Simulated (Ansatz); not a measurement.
**BiPt: LAPW beside PAW**

The same cell of BiPt is computed with all-electron LAPW, PAW on the default files and all-electron PAW on datasets made for the crystal, to set the results side by side.

Computed with Ansatz 0.2.0 (DFT LDA, scalar-relativistic, unless a step's input says otherwise).

## Step 1: The system as given

The structure is hexagonal, space group P6_3/mmc (No. 194). The conventional cell has a = 4.315 Å, b = 4.315 Å, c = 5.490 Å, α = 90.00°, β = 90.00°, γ = 120.00°. Around Bi (site symmetry -6m2) lie 6 Pt at 2.84 Å. Pt (site symmetry -3m) is surrounded by 2 Pt at 2.75 Å and 6 Bi at 2.84 Å.

As a file:

```xyz
4
Lattice="4.3150 0.0000 0.0000 -2.1575 3.7369 0.0000 0.0000 0.0000 5.4900" Properties=species:S:1:pos:R:3 pbc="T T T"
Bi    0.0000    2.4913    1.3725
Bi    2.1575    1.2456    4.1175
Pt    0.0000    0.0000    0.0000
Pt    0.0000    0.0000    2.7450
```

The structure is an experimental refinement, used without relaxation.

Atoms are numbered in the order of the input: Bi1, Bi2, Pt3, Pt4.

## Step 2: All-electron LAPW

File input.yaml:

```yaml
crystal:
  lattice:
    - [4.3150001657, 0.0, 0.0]
    - [-2.1575000829, 3.7368997608, 0.0]
    - [0.0, 0.0, 5.49]
  atoms:
    - { symbol: Bi, position: [0.3333333333, 0.6666666667, 0.25] }
    - { symbol: Bi, position: [0.6666666667, 0.3333333333, 0.75] }
    - { symbol: Pt, position: [0.0, 0.0, 0.0] }
    - { symbol: Pt, position: [0.0, 0.0, 0.5] }
kpoints:
  mp_grid: { grid: [9, 9, 6] }
  band_path:
    path:
      - [0.0, 0.0, 0.0]
      - [0.5, 0.0, 0.0]
      - [0.3333333333, 0.3333333333, 0.0]
      - [0.0, 0.0, 0.0]
      - [0.0, 0.0, 0.5]
      - [0.5, 0.0, 0.5]
      - [0.3333333333, 0.3333333333, 0.5]
      - [0.0, 0.0, 0.5]
      - [0.5, 0.0, 0.5]
    npoints: 14
scf:
  occupations: { method: fermi_dirac, width: 0.05 }
hamiltonian:
  xc: lda
  pseudopotentials: { kind: all_electron, lapw: { basis_error: 0.0005 } }
output:
  forces: true
  stress: true
  eigenvalues: true
  populations: true
  dos: { projected: true, de: 0.2, e_range: [-14, 8] }
```

Command:

```sh
$ ansatz run input.yaml --threads 1 --pin off --max-ram 4096MiB --backend cpu --events-out ev --progress --plain --runs-dir out
```

## Step 3: PAW on the default files

Edit input.yaml of step 2 so:

```diff
@@ -28,3 +28,3 @@
   xc: lda
-  pseudopotentials: { kind: all_electron, lapw: { basis_error: 0.0005 } }
+  pseudopotentials: { kind: paw }
 output:
@@ -33,3 +33,9 @@
   eigenvalues: true
+  efg: { contact_densities: true }
   populations: true
+  bader: true
   dos: { projected: true, de: 0.2, e_range: [-14, 8] }
+  write_density: true
+  write_potential: true
+  elf: true
+  volumetric_format: npy
```

## Step 4: All-electron PAW on datasets made for the crystal

Edit input.yaml of step 3 so:

```diff
@@ -23,3 +23,3 @@
       - [0.5, 0.0, 0.5]
-    npoints: 14
+    npoints: 8
 scf:
@@ -28,3 +28,3 @@
   xc: lda
-  pseudopotentials: { kind: paw }
+  pseudopotentials: { kind: all_electron, datasets: crystal }
 output:
@@ -34,8 +34 @@
   efg: { contact_densities: true }
-  populations: true
-  bader: true
-  dos: { projected: true, de: 0.2, e_range: [-14, 8] }
-  write_density: true
-  write_potential: true
-  elf: true
-  volumetric_format: npy
```

(Steps that only read results are left out.)

Before running it: what results should come out? Wanted: pressure; gap; Bader charges.

**Answer**, as computed:

```
           quantity                                              value
           pressure  LAPW -0.19, PAW -0.21, crystal datasets -0.19 GPa
         gap (LAPW)                                               none
Bader charges (PAW)                             Bi1 +0.70, Pt3 -0.70 e
```

In words: The pressure is within half a GPa of zero, so the volume is close to equilibrium at this level. Bands cross the Fermi level: the crystal is a metal at this level. Bi 6p carries the largest share, 50 %, of the projected states within 0.3 eV of the Fermi level. The projection holds only the free atom's occupied shells (Bi 6s, Bi 6p, Pt 6s, Pt 5d in this range). The field gradient at Pt3, the largest by crystal datasets, is -11.05 by PAW and -11.28 by crystal datasets (10²¹ V/m²), within 5 %. No spin–orbit coupling: at heavy atoms the gradients can be off by tens of per cent for that reason. PAW lies -0.02 GPa from LAPW in pressure. LAPW took about 7 times as long as PAW (4.7 min against 40 s, on a shared host and with the outputs that each input asks for). Spin-orbit coupling is left out, though the cell holds Bi; in elements this heavy it can shift bands and gaps by tenths of an eV.
